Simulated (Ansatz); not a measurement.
# AlH5O2Si: up Jacob's ladder to CCSD(T)

One table from this session's results is given with a row withheld; the runs are named, their logs left out.

Method: functionals in def2-TZVPP, the program's frozen cores in correlated methods; program: Ansatz 0.2.0, Gaussian basis.

Levels to be run: LDA (SPW92), PBE-D4, revPBE-D4, BLYP-D4, r2SCAN-D4, B97M-V, PBE0-D4, B3LYP-D4, r2SCANh-D4, r2SCAN0-D4, HSE06-D4, BHLYP-D4, CAM-B3LYP-D4, LC-ωPBE, ωB97X-V, ωB97M-V, B2PLYP, PBE-QIDH; CCSD(T)/def2-SVP; CCSD(T)/def2-TZVPP; MP2/def2-QZVPP; extrapolation to the limit; RPA on PBE.

## The geometry

The geometry comes from an earlier relaxation with PBE0-D4 in a triple-zeta def2 set; it is a stationary point, not always the lowest conformer.

SMILES `O[SiH2][O][AlH2]`, 9 atoms, charge 0, spin multiplicity 1.

Atoms are counted from 1 here; the program's logs count them from 0.

Bond lengths: O1–Si2 1.642 Å, O1–H5 0.958 Å, Si2–O3 1.619 Å, Si2–H6 1.480 Å, Si2–H7 1.487 Å, O3–Al4 1.683 Å, Al4–H8 1.580 Å, Al4–H9 1.579 Å. Angles: Si2–O1–H5 117.9°, O1–Si2–O3 112.5°, O1–Si2–H6 104.7°, O1–Si2–H7 110.2°, O3–Si2–H6 110.2°, O3–Si2–H7 107.6°, H6–Si2–H7 111.8°, Si2–O3–Al4 173.6°, O3–Al4–H8 117.8°, O3–Al4–H9 118.1°, H8–Al4–H9 124.1°.

Set-up of the first run:

The input, in.yaml:

```yaml
crystal:
  periodic: [false, false, false]
  atoms:
    - {symbol: O, position_ang: [-0.795067, 1.829420, -0.898217]}
    - {symbol: Si, position_ang: [0.173035, 1.196684, 0.266909]}
    - {symbol: O, position_ang: [0.250787, -0.418868, 0.197712]}
    - {symbol: Al, position_ang: [0.325719, -2.080506, -0.060638]}
    - {symbol: H, position_ang: [-1.740838, 1.705756, -0.810913]}
    - {symbol: H, position_ang: [1.506055, 1.782810, 0.005036]}
    - {symbol: H, position_ang: [-0.337306, 1.564905, 1.614248]}
    - {symbol: H, position_ang: [-0.959489, -2.795723, -0.636782]}
    - {symbol: H, position_ang: [1.665604, -2.830577, 0.305447]}
basis:
  gaussian: {orbitals: def2-TZVPP}
hamiltonian: {xc: lda}
output: {orbitals: {seedname: orbitals}}
```

Steps of the session up to this table: LDA; PBE-D4 (GGA); revPBE-D4 (GGA); BLYP-D4 (GGA); r2SCAN-D4 (meta-GGA); B97M-V (meta-GGA); PBE0-D4 (hybrid); B3LYP-D4 (hybrid); r2SCANh-D4 (hybrid); r2SCAN0-D4 (hybrid); HSE06-D4 (hybrid); BHLYP-D4 (hybrid); CAM-B3LYP-D4 (range-separated); LC-ωPBE (range-separated); ωB97X-V (range-separated); ωB97M-V (range-separated); B2PLYP (double hybrid); PBE-QIDH (double hybrid).

One table of the session follows, with a row left open; its other results are not shown here.

It belongs to the step «Frontier levels by functional». 

```
  functional  HOMO (eV)  gap (eV)
 LDA (SPW92)      -7.03      4.84
      PBE-D4      -6.97      5.01
   revPBE-D4      -6.94      5.08
     BLYP-D4      -6.89      5.03
   r2SCAN-D4      -7.30      5.73
      B97M-V      -7.42      5.53
     PBE0-D4          ?         ?
    B3LYP-D4      -8.13      6.73
  r2SCANh-D4      -7.80      6.48
  r2SCAN0-D4      -8.54      7.59
    HSE06-D4      -7.92      6.37
    BHLYP-D4      -9.61      9.17
CAM-B3LYP-D4      -9.74      9.45
     LC-ωPBE     -11.09     11.93
     ωB97X-V     -10.76     11.47
     ωB97M-V     -10.57     10.97
```

**Question.** Estimate the row for PBE0-D4.

**Answer.** HOMO (eV): -8.32; gap (eV): 7.14. In the column «HOMO (eV)» it lies between r2SCAN0-D4 (-8.54) and B3LYP-D4 (-8.13).
